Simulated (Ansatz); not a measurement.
# Bi2Se3 (Paraguanajuatite): the cost of one run

Computed with Ansatz 0.2.0 (DFT PBE, scalar-relativistic, plane waves, PAW, unless a step's input says otherwise).

**1. The starting structure**

The structure is trigonal, space group R-3m (No. 166). The conventional cell has a = 4.143 Å, b = 4.143 Å, c = 28.636 Å, α = 90.00°, β = 90.00°, γ = 120.00°. Bi (site symmetry 3m) has 6 Se at 2.85 to 3.07 Å as nearest neighbours. Se (site symmetry -3m) is surrounded by 6 Bi at 3.07 Å. Se (site symmetry 3m) has 3 Bi at 2.85 Å as nearest neighbours.

Coordinates:

```cif
data_structure
_symmetry_space_group_name_H-M 'P 1'
_symmetry_Int_Tables_number 1
_cell_length_a 9.8405
_cell_length_b 9.8405
_cell_length_c 9.8405
_cell_angle_alpha 24.304
_cell_angle_beta 24.304
_cell_angle_gamma 24.304
_cell_volume 141.89
loop_
_atom_site_label
_atom_site_type_symbol
_atom_site_fract_x
_atom_site_fract_y
_atom_site_fract_z
_atom_site_occupancy
Bi1 Bi 0.40080 0.40080 0.40080 1
Bi2 Bi 0.59920 0.59920 0.59920 1
Se1 Se 0.00000 0.00000 0.00000 1
Se2 Se 0.21170 0.21170 0.21170 1
Se3 Se 0.78830 0.78830 0.78830 1
```

The structure comes from the Crystallography Open Database.

(A quick probe on a coarse mesh, which set the mesh and smearing, is not shown.)

**3. Relaxing cell and atoms**

The input, input.yaml:

```yaml
crystal:
  lattice:
    - [2.0715, 1.1959810826, 9.5453333333]
    - [-2.0715, 1.1959810826, 9.5453333333]
    - [0.0, -2.3919621653, 9.5453333333]
  atoms:
    - { symbol: Bi, position: [0.4008, 0.4008, 0.4008] }
    - { symbol: Bi, position: [0.5992, 0.5992, 0.5992] }
    - { symbol: Se, position: [0.0, 0.0, 0.0] }
    - { symbol: Se, position: [0.2117, 0.2117, 0.2117] }
    - { symbol: Se, position: [0.7883, 0.7883, 0.7883] }
basis:
  ecutwfc: 420
kpoints:
  mp_grid: { grid: [12, 12, 12] }
hamiltonian:
  xc: pbe
scf:
  occupations: { method: gaussian, width: 0.01 }
output:
  forces: true
  stress: true
  eigenvalues: true
  write_density: true
  write_potential: true
  elf: true
  volumetric_format: npy
relax:
  adjacent_minimum: "off"
  f_tol: 0.005
  max_steps: 80
  cell: { stress_tol: 0.05 }
```

Started as:

```sh
> ansatz run input.yaml --threads 1 --pin off --max-ram 2560MiB --backend cpu --events-out ev --progress --plain --runs-dir out
```

What time and memory should one allow on 1 thread of Intel Xeon 6975P-C (Granite Rapids), shared host?

About 6.7 min, with a peak of 1.1 GiB.
